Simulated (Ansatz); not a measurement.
# Ta: the cost of one run

Program: Ansatz 0.2.0. Level of theory: DFT PBEsol, scalar-relativistic, plane waves, PAW. These are calculated values, not measurements.

## 1. The starting structure

The structure is cubic, space group Fm-3m (No. 225). Conventional cell: a = 4.220 Å, b = 4.220 Å, c = 4.220 Å, α = 90.00°, β = 90.00°, γ = 90.00°. Ta (site symmetry m-3m) is surrounded by 12 Ta at 2.98 Å.

Structure file:

```cif
data_structure
_symmetry_space_group_name_H-M 'Fm-3m'
_symmetry_Int_Tables_number 225
_cell_length_a 4.2200
_cell_length_b 4.2200
_cell_length_c 4.2200
_cell_angle_alpha 90.000
_cell_angle_beta 90.000
_cell_angle_gamma 90.000
_cell_volume 75.15
loop_
_atom_site_label
_atom_site_type_symbol
_atom_site_symmetry_multiplicity
_atom_site_Wyckoff_symbol
_atom_site_fract_x
_atom_site_fract_y
_atom_site_fract_z
_atom_site_occupancy
Ta1 Ta 4 a 0.00000 0.00000 0.00000 1
```

No relaxation comes first: the listed cell is the starting point.

## 2. Zero of energy

Reference values: F = -9806.2286 eV; pressure -5.95 GPa; largest force 0.000 eV/Å; gap on the mesh none (metal). It was computed beforehand with the settings of the runs below.

## 3. The scan: a trigonal deformation path

At fixed volume and fractional coordinates, lengths along (0.577, 0.577, 0.577) are scaled against those across it; ρ is that ratio over its starting value.

## 4. ρ = 0.500

Contents of input.yaml:

```yaml
crystal:
  lattice:
    - [-0.8861444718, 1.7722889435, 1.7722889435]
    - [1.7722889435, -0.8861444718, 1.7722889435]
    - [1.7722889435, 1.7722889435, -0.8861444718]
  atoms:
    - { symbol: Ta, position: [0.0, 0.0, 0.0] }
basis:
  ecutwfc: 420
kpoints:
  mp_grid: { grid: [22, 22, 22] }
hamiltonian:
  xc: pbesol
scf:
  occupations: { method: gaussian, width: 0.15 }
output:
  forces: true
  stress: true
  eigenvalues: true
```

On the command line:

```
$ ansatz run input.yaml --threads 1 --pin off --max-ram 2560MiB --backend cpu --events-out ev --progress --plain --runs-dir out
```

What time and memory should one allow on 1 thread of Arm Neoverse V1, shared host?

About 4.2 s, with a peak of 0.34 GiB.
